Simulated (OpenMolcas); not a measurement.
**W²⁺ among point charges: CASSCF levels and susceptibility**

How does a field of 6 point charges split the states of W²⁺, and what χT follows?

Program: OpenMolcas 26.06. Level of theory: state-averaged CASSCF, spin-orbit coupling by RASSI with atomic mean-field integrals. These are calculated values, not measurements, unless marked.

1 further run of the same task is left out (it didn't finish).

**1. What is computed**

| Property | Result |
| --- | --- |
| Species | W²⁺ (tungsten, Z = 74, 72 electrons) |
| Basis | ANO-RCC-VDZP [7s6p4d2f1g], 68 functions |
| Scalar Hamiltonian | DKH2, point nucleus |
| Inactive shells | 1s 2s 2p 3s 3p 3d 4s 4p 4d 4f 5s 5p |
| Active space | 4 electrons in 5 orbitals (5d) |
| Some configurations of this space | 5d⁴ |
| Orbitals | optimised for each spin and parity, averaged over all roots |

The outer shells:

5d4
```
5d [↑ ][↑ ][↑ ][↑ ][  ]
```

The ion sits among 6 point charges of -1.7 e arranged as an octahedron (Oh), 1.73 Å from the ion. The active orbitals were held to one l.

The work runs as a chain of OpenMolcas steps in one folder; each step below is one input file. Labels, J, g values, rates, χT and fits are worked out afterwards by a script from the matrices that RASSI stores. The input lists half of the charges; inversion (Group=XYZ) makes the rest.

**2. Basis and integrals**

File a.inp:

```
&GATEWAY
Coord
1

W 0.0 0.0 0.0
Basis=ANO-RCC-VDZP
Group=XYZ
NoMove
AngMom=0.0 0.0 0.0
AMFI
XField
3 Angstrom 0
1.730000 0.000000 0.000000 -1.700000
0.000000 1.730000 0.000000 -1.700000
0.000000 0.000000 1.730000 -1.700000
&SEWARD
```

Standard output:

```text
Basis set label: W.ANO-RCC...7S6P4D2F1G.

      Electronic valence basis set:
      ------------------
      Associated Effective Charge  74.000000 au
      Associated Actual Charge     74.000000 au
      Nuclear Model: Point charge

      Shell  nPrim  nBasis  Cartesian Spherical Contaminant
         s      24       7        X
         p      21       6        X
         d      15       4                 X
         f      11       2                 X
         g       4       1                 X
                  Relativistic Douglas-Kroll-Hess integrals:
                    - DKH order of Hamiltonian: 2
                    - DKH order of Properties : 0
                  Atomic mean-field integrals
```

**3. Reference wave functions, quintets of even parity, 5 roots**

File a.inp:

```
&RASSCF
FileOrb=start.orb
Symmetry=1
Spin=5
nActEl=4 0 0
Inactive=15 19
Ras2=5 0
CIRoot=5 5 1
SDav=5
CIMx=300
Iter=120 100
PrWF=0.3
OrbListing=Nothing
MaxOrb=0
SupSym
1
20 4 5 6 7 8 10 11 12 13 14 16 17 18 19 20 23 24 25 26 27
0
>>> COPY $Project.JobIph JOB001
```

start.orb holds the contracted functions of the basis, ordered by shell, or the orbitals of the step before.

Standard output, cut to the lines that bear on the results:

```text
[...]
      Number of active orbitals                  5
[...]
      Spin quantum number                      2.0
[...]
      Active orbitals                            5   0
[...]
      Number of CSFs                             5
      Number of root(s) required                 5
[...]
      Convergence after  8 iterations
[...]
      Natural orbitals and occupation numbers for root  1
      sym 1:   1.000000   1.000000  -0.000000   1.000000   1.000000
      Natural orbitals and occupation numbers for root  2
      sym 1:   0.000000   1.000000   1.000000   1.000000   1.000000
      Natural orbitals and occupation numbers for root  3
      sym 1:   1.000000   1.000000   0.000000   1.000000   1.000000
::    RASSCF root number  1 Total energy: -16133.15832164
::    RASSCF root number  2 Total energy: -16133.15832164
::    RASSCF root number  3 Total energy: -16132.98227959
::    RASSCF root number  4 Total energy: -16132.98227959
::    RASSCF root number  5 Total energy: -16132.98227959
```

**4. CASSCF: triplets of even parity, 45 roots**

File a.inp:

```
&RASSCF
FileOrb=start.orb
Symmetry=1
Spin=3
nActEl=4 0 0
Inactive=15 19
Ras2=5 0
CIRoot=45 45 1
SDav=45
CIMx=300
Iter=120 100
PrWF=0.3
OrbListing=Nothing
MaxOrb=0
SupSym
1
20 4 5 6 7 8 10 11 12 13 14 16 17 18 19 20 23 24 25 26 27
0
>>> COPY $Project.JobIph JOB002
```

Standard output, cut to the lines that bear on the results:

```text
[...]
      Number of active orbitals                  5
[...]
      Spin quantum number                      1.0
[...]
      Active orbitals                            5   0
[...]
      Number of CSFs                            45
      Number of root(s) required                45
[...]
      Convergence after  8 iterations
[...]
      Natural orbitals and occupation numbers for root  1
      sym 1:   0.999925   1.000082   0.003448   1.990456   0.006089
      Natural orbitals and occupation numbers for root  2
      sym 1:   1.990458   1.000084   0.006088   0.999923   0.003447
      Natural orbitals and occupation numbers for root  3
      sym 1:   0.999988   1.990387   0.006129   1.000013   0.003483
::    RASSCF root number  1 Total energy: -16133.25849716
::    RASSCF root number  2 Total energy: -16133.25849716
::    RASSCF root number  3 Total energy: -16133.25849716
[...]
::    RASSCF root number 27 Total energy: -16132.92098825
::    RASSCF root number 28 Total energy: -16132.91483503
::    RASSCF root number 29 Total energy: -16132.91483503
::    RASSCF root number 30 Total energy: -16132.90114884
```

**5. Reference wave functions, singlets of even parity, 50 roots**

File a.inp:

```
&RASSCF
FileOrb=start.orb
Symmetry=1
Spin=1
nActEl=4 0 0
Inactive=15 19
Ras2=5 0
CIRoot=50 50 1
SDav=50
CIMx=300
Iter=120 100
PrWF=0.3
OrbListing=Nothing
MaxOrb=0
SupSym
1
20 4 5 6 7 8 10 11 12 13 14 16 17 18 19 20 23 24 25 26 27
0
>>> COPY $Project.JobIph JOB003
```

Standard output, cut to the lines that bear on the results:

```text
[...]
      Number of active orbitals                  5
[...]
      Spin quantum number                      0.0
[...]
      Active orbitals                            5   0
[...]
      Number of CSFs                            50
      Number of root(s) required                50
[...]
      Convergence after  8 iterations
[...]
      Natural orbitals and occupation numbers for root  1
      sym 1:   0.943853   1.059497   0.003177   1.974792   0.018681
      Natural orbitals and occupation numbers for root  2
      sym 1:   1.974541   1.061195   0.018723   0.942338   0.003203
      Natural orbitals and occupation numbers for root  3
      sym 1:   1.007965   1.974791   0.003924   0.992036   0.021284
::    RASSCF root number  1 Total energy: -16133.22710733
::    RASSCF root number  2 Total energy: -16133.22710733
::    RASSCF root number  3 Total energy: -16133.22710733
[...]
::    RASSCF root number 27 Total energy: -16132.88984284
::    RASSCF root number 28 Total energy: -16132.88727423
::    RASSCF root number 29 Total energy: -16132.86518925
::    RASSCF root number 30 Total energy: -16132.86518924
```

**6. RASSI: spin-orbit coupling between the states**

File a.inp:

```
&RASSI
NrOfJobIphs=3 5 45 50
1 2 3 4 5
1 2 3 4 5 6 7 8 9 10 11 12 13 14 15 16 17 18 19 20 21 22 23 24 25 26 27
28 29 30 31 32 33 34 35 36 37 38 39 40 41 42 43 44 45
1 2 3 4 5 6 7 8 9 10 11 12 13 14 15 16 17 18 19 20 21 22 23 24 25 26 27
28 29 30 31 32 33 34 35 36 37 38 39 40 41 42 43 44 45 46 47 48 49 50
IphNames
JOB001
JOB002
JOB003
EJob
SpinOrbit
DIPRint=1.0
SOCoupling=1000.0
Subsets=2
Property=9
'ANGMOM' 1 'ANGMOM' 2 'ANGMOM' 3 'MLTPL  1' 1 'MLTPL  1' 2 'MLTPL  1' 3
'AMFI' 1 'AMFI' 2 'AMFI' 3
SOProperty=3
'ANGMOM' 1 'ANGMOM' 2 'ANGMOM' 3
```

Standard output:

```text
SPIN-FREE ENERGIES:
  (Shifted by EMIN (a.u.) =     -16133.2584971556)

 SF State       Relative EMIN(au)   Rel lowest level(eV)    D:o, cm**(-1)      L_eff

     6             0.0000000000        0.0000000000              0.0000         3.7
     7             0.0000000000        0.0000000000              0.0000         3.7
     8             0.0000000000        0.0000000000              0.0000         3.7
    51             0.0313898296        0.8541607763           6889.2713         4.3
    52             0.0313898296        0.8541607763           6889.2713         4.3
    53             0.0313898296        0.8541607763           6889.2713         4.3
    54             0.0343678411        0.9351965994           7542.8693         4.4
    55             0.0343678416        0.9351966121           7542.8694         4.4
    56             0.0733836420        1.9968706264          16105.8478         3.6
     1             0.1001755150        2.7259146307          21985.9842         1.9
     2             0.1001755150        2.7259146307          21985.9842         1.9
    10             0.1557664607        4.2386213259          34186.7865         3.8
    11             0.1557664607        4.2386213259          34186.7865         3.8
     9             0.1557664607        4.2386213259          34186.7865         3.8
    12             0.1561481910        4.2490087376          34270.5667         4.6
    13             0.1561481910        4.2490087376          34270.5667         4.6
    15             0.1587597389        4.3200725757          34843.7352         3.6
    16             0.1587597389        4.3200725757          34843.7352         3.6
    14             0.1587597389        4.3200725757          34843.7352         3.6
    17             0.1643207443        4.4713952417          36064.2348         3.9
    18             0.1707703318        4.6468974585          37479.7556         2.9
    20             0.1778841316        4.8404738130          39041.0542         2.8
    19             0.1778841316        4.8404738130          39041.0542         2.8
    57             0.1838249835        5.0021326277          40344.9205         5.0
    58             0.1838249835        5.0021326277          40344.9205         5.0
    59             0.1838249835        5.0021326277          40344.9205         5.0
    60             0.1849563308        5.0329181552          40593.2225         5.5
    61             0.1922132820        5.2303898581          42185.9392         4.4
    62             0.1922132820        5.2303898581          42185.9392         4.4
    63             0.1922132820        5.2303898581          42185.9392         4.4
    64             0.1995237034        5.4293165576          43790.3912         4.1
    65             0.1995237034        5.4293165576          43790.3912         4.1
    22             0.2120542071        5.7702889347          46540.5189         2.8
    21             0.2120542071        5.7702889347          46540.5189         2.8
    23             0.2120542071        5.7702889347          46540.5189         2.8
    24             0.2130921080        5.7985316562          46768.3118         2.8
    25             0.2130921080        5.7985316562          46768.3118         2.8
    26             0.2130921080        5.7985316562          46768.3118         2.8
    66             0.2245415601        6.1100871213          49281.1761         3.2
    67             0.2426721974        6.6034468954          53260.3911         3.9
Eigenvalues of complex Hamiltonian:
   -----------------------------------
  (Shifted by EMIN (a.u.) =     -16133.2584971556)

 SO State       Relative EMIN(au)   Rel lowest level(eV)    D:o, cm**(-1)     J-value

     1            -0.0095219422        0.0000000000              0.0000         3.3
     2            -0.0049544379        0.1242881234           1002.4513         3.2
     3            -0.0049544379        0.1242881233           1002.4513         3.2
     4            -0.0049544379        0.1242881231           1002.4513         3.2
     5             0.0004190524        0.2705082426           2181.7961         3.2
     6             0.0004190524        0.2705082422           2181.7961         2.8
     7             0.0004190524        0.2705082429           2181.7961         2.8
     8             0.0004694448        0.2718794896           2192.8560         2.9
     9             0.0004694448        0.2718794903           2192.8560         2.8
    10             0.0302264385        1.0816085374           8723.7612         3.7
    11             0.0302264385        1.0816085375           8723.7612         2.9
    12             0.0302264385        1.0816085376           8723.7612         3.7
    13             0.0330339342        1.1580043898           9339.9353         3.2
    14             0.0330339347        1.1580044022           9339.9354         3.7
    15             0.0728798248        2.2422663093          18085.0974         2.9
    16             0.0993219416        2.9617929609          23888.4713         2.3
    17             0.0994706433        2.9658393420          23921.1075         2.3
    18             0.0994706433        2.9658393420          23921.1075         2.3
    19             0.0994706433        2.9658393420          23921.1075         2.3
    20             0.0996230784        2.9699873102          23954.5631         2.3
    21             0.0996230784        2.9699873102          23954.5631         2.2
    22             0.0997940018        2.9746383749          23992.0765         2.5
    23             0.0997940018        2.9746383750          23992.0765         2.5
    24             0.0997940018        2.9746383749          23992.0765         1.6
    25             0.0999812049        2.9797324298          24033.1628         2.2
    26             0.1507707577        4.3617865695          35180.1812         3.4
    27             0.1517859059        4.3894101590          35402.9805         3.6
    28             0.1517859060        4.3894101603          35402.9805         3.4
    29             0.1517859059        4.3894101593          35402.9805         3.6
    30             0.1535282578        4.4368219673          35785.3825         3.2
    31             0.1535282578        4.4368219686          35785.3825         3.6
    32             0.1535282578        4.4368219684          35785.3825         3.6
    33             0.1553411322        4.4861527929          36183.2625         3.6
    34             0.1553411321        4.4861527926          36183.2625         3.5
    35             0.1553411322        4.4861527927          36183.2625         4.4
    36             0.1556883743        4.4956017321          36259.4733         3.3
    37             0.1556883743        4.4956017335          36259.4733         3.2
    38             0.1572148946        4.5371404659          36594.5058         3.3
    39             0.1572148946        4.5371404658          36594.5058         2.7
    40             0.1572148946        4.5371404658          36594.5058         3.4
    41             0.1574173137        4.5426485706          36638.9316         3.0
Weights of the five most important spin-orbit-free states for each spin-orbit state.

 SO State  Total energy (au)           Spin-free states, spin, and weights
 -------------------------------------------------------------------------------------------------------
    1        -0.009522       7 1.0  0.3204    6 1.0  0.3204    8 1.0  0.3204   56 0.0  0.0183    1 2.0  0.0064
    2        -0.004954       8 1.0  0.4246    7 1.0  0.3688    6 1.0  0.1900    2 2.0  0.0075    1 2.0  0.0026
    3        -0.004954       8 1.0  0.4699    6 1.0  0.3906    7 1.0  0.1230    2 2.0  0.0059    1 2.0  0.0042
    4        -0.004954       7 1.0  0.4917    6 1.0  0.4028    8 1.0  0.0889    1 2.0  0.0084    2 2.0  0.0018
    5         0.000419       6 1.0  0.4762    8 1.0  0.4743   52 0.0  0.0225    7 1.0  0.0109   51 0.0  0.0054
    6         0.000419       7 1.0  0.4762    8 1.0  0.4062    6 1.0  0.0790   51 0.0  0.0206   52 0.0  0.0057
    7         0.000419       7 1.0  0.4744    6 1.0  0.4062    8 1.0  0.0809   53 0.0  0.0260    2 2.0  0.0029
    8         0.000469       8 1.0  0.6225    7 1.0  0.2750    6 1.0  0.0730   54 0.0  0.0158    2 2.0  0.0035
    9         0.000469       6 1.0  0.5740    7 1.0  0.3720    8 1.0  0.0245   55 0.0  0.0158    1 2.0  0.0035
   10         0.030226      53 0.0  0.8000   51 0.0  0.1524    7 1.0  0.0134    6 1.0  0.0117   52 0.0  0.0047
   11         0.030226      52 0.0  0.5707   51 0.0  0.2986   53 0.0  0.0877    6 1.0  0.0145    8 1.0  0.0129
   12         0.030226      51 0.0  0.5060   52 0.0  0.3817   53 0.0  0.0694    7 1.0  0.0140    8 1.0  0.0122
```

These steps took 20 s in all on 1 thread, shared host.

Spin-free states, with their symmetry labels:

```
state  degeneracy  E (cm-1)  free-ion L (%)
  3T1           3         0          H (35)
  1T2           3      6889          G (48)
   1E           2      7543          I (45)
  1A1           1     16106          G (52)
   5E           2     21986         D (100)
  3T1           3     34187          H (46)
   3E           2     34271          H (80)
  3T2           3     34844          F (56)
  3A1           1     36064         G (100)
  3A2           1     37480         F (100)
   3E           2     39041          D (63)
  1T2           3     40345          I (58)
  1A2           1     40593          I (85)
  1T1           3     42186          G (40)
   1E           2     43790          D (36)
  3T2           3     46541          F (53)
  3T1           3     46768          P (43)
  1A1           1     49281          G (68)
  1T1           3     53260          G (69)
  1T2           3     55030          F (40)
  5T2           3     60623         D (100)
  3T1           3     74073          H (61)
  3T2           3     74075          H (61)
   3E           2     75425          G (47)
```

With spin-orbit coupling:

| E (cm-1) | Degeneracy | Label | 2S+1 |
| --- | --- | --- | --- |
| 0.0 | 1 | A1 | 3 |
| 1002 | 3 | T1 | 3 |
| 2182 | 3 | T2 | 3 |
| 2193 | 2 | E | 3 |
| 8724 | 3 | T2 | 1 |
| 9340 | 2 | E | 1 |
| 18085 | 1 | A1 | 1 |
| 23888 | 1 | A2 | 5 |
| 23921 | 3 | T2 | 5 |
| 23955 | 2 | E | 5 |
| 23992 | 3 | T1 | 5 |
| 24033 | 1 | A1 | 5 |
| 35180 | 1 | A1 | 3 |
| 35403 | 3 | T1 | 3 |
| 35785 | 3 | T1 | 3 |
| 36183 | 3 | T2 | 3 |
| 36259 | 2 | E | 3 |
| 36595 | 3 | T1 | 3 |
| 36639 | 3 | T2 | 3 |
| 36721 | 2 | E | 3 |
| 37165 | 3 | T2 | 3 |
| 37669 | 1 | A2 | 3 |
| 38001 | 3 | T1 | 3 |
| 39290 | 3 | T2 | 3 |

The table of states holds 24 of 43 computed; the rest, higher up, is left out.

Powder χT (cm³ K/mol): 0.01 at 2 K, 0.01 at 5 K, 0.03 at 10 K, 0.06 at 20 K, 0.14 at 50 K, 0.28 at 100 K, 0.43 at 150 K, 0.57 at 200 K, 0.70 at 250 K, 0.83 at 300 K.

Orbitals of the lowest block (energies include the constant potential of the surroundings):

```
shell     space  energy (hartree)  mean occupation  ⟨r²⟩ (bohr²)
   1s  inactive        -2561.2821            2.000      0.000431
   2s  inactive         -445.6256            2.000       0.00704
   2p  inactive         -390.9653            6.000       0.00582
   3s  inactive         -103.1260            2.000        0.0460
   3p  inactive          -86.5373            6.000        0.0466
   3d  inactive          -66.6636           10.000        0.0390
   4s  inactive          -20.6119            2.000         0.229
   4p  inactive          -15.0413            6.000         0.259
   4d  inactive           -7.6906           10.000         0.303
   4f  inactive            0.4917           14.000         0.443
   5s  inactive           -1.0850            2.000          1.32
   5p  inactive            0.4248            6.000          1.75
   5d      RAS2                              4.000          5.75
```

**7. What came out**

| quantity | value |
| --- | --- |
| method | CASSCF |
| spin-free ground state | 3T1, 3-fold in its orbital part |
| first state of the same spin within the active space | 3T1 at 34200 cm⁻¹ |
| lowest level | 1-fold A1 |
| next level | 1002.5 cm⁻¹ |
| χT at 300 K | 0.83 cm³ K/mol |
| effective moment at 300 K | 2.58 μB |

**Reading.** The spin-free ground state (3T1) comes to 35 % from free-ion H terms and has less than the highest spin computed. χT at 300 K is 0.83, against 1.00 cm³ K/mol for the spin alone, so spin-orbit coupling lowers it. The field of point charges can differ much from that of real complexes. With metal d orbitals alone active, the gaps between spin states are rough; where two lie within a few thousand cm-1, their order is open. This is an electrostatic model: the charges have no orbitals.
